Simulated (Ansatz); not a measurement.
# AsO3: the cost of one run

Method: DFT PBE, scalar-relativistic, plane waves, PAW, in Ansatz 0.2.0.

## Step 1: The system as given

The structure is cubic, space group Pm-3m (No. 221). Conventional cell: a = 3.489 Å, b = 3.489 Å, c = 3.489 Å, α = 90.00°, β = 90.00°, γ = 90.00°. As (site symmetry m-3m) has 12 O at 2.47 Å as nearest neighbours. O (site symmetry 4/mmm) has 4 As at 2.47 Å and 8 O at 2.47 Å as nearest neighbours.

As a file:

```cif
data_structure
_symmetry_space_group_name_H-M 'Pm-3m'
_symmetry_Int_Tables_number 221
_cell_length_a 3.4885
_cell_length_b 3.4885
_cell_length_c 3.4885
_cell_angle_alpha 90.000
_cell_angle_beta 90.000
_cell_angle_gamma 90.000
_cell_volume 42.46
loop_
_atom_site_label
_atom_site_type_symbol
_atom_site_symmetry_multiplicity
_atom_site_Wyckoff_symbol
_atom_site_fract_x
_atom_site_fract_y
_atom_site_fract_z
_atom_site_occupancy
As1 As 1 a 0.00000 0.00000 0.00000 1
O1 O 3 c 0.00000 0.50000 0.50000 1
```

This is candidate A: Cu3Au (L1_2) type (Pm-3m, No. 221).

(A quick probe on a coarse mesh, which set the mesh and smearing, is not shown.)

## Step 3: A loose first relaxation (candidate A)

Contents of input.yaml:

```yaml
crystal:
  lattice:
    - [3.4885468532, 0.0, 0.0]
    - [0.0, 3.4885468532, 0.0]
    - [0.0, 0.0, 3.4885468532]
  atoms:
    - { symbol: As, position: [0.0, 0.0, 0.0] }
    - { symbol: O, position: [0.0, 0.5, 0.5] }
    - { symbol: O, position: [0.5, 0.0, 0.5] }
    - { symbol: O, position: [0.5, 0.5, 0.0] }
basis:
  ecutwfc: 420
kpoints:
  mp_grid: { grid: [6, 6, 6] }
hamiltonian:
  xc: pbe
scf:
  occupations: { method: gaussian, width: 0.1 }
  lower_state_search: "off"
output:
  forces: true
  stress: true
  eigenvalues: true
relax:
  adjacent_minimum: "off"
  f_tol: 0.04
  max_steps: 70
  cell: { stress_tol: 0.4 }
```

Run with:

```
$ ansatz run input.yaml --threads 1 --pin off --max-ram 2560MiB --backend cpu --events-out ev --progress --plain --runs-dir out
```

Q: Estimate wall time and peak memory on 1 thread of Intel Xeon 6975P-C (Granite Rapids), shared host.

About 4.6 s, with a peak of 0.34 GiB.
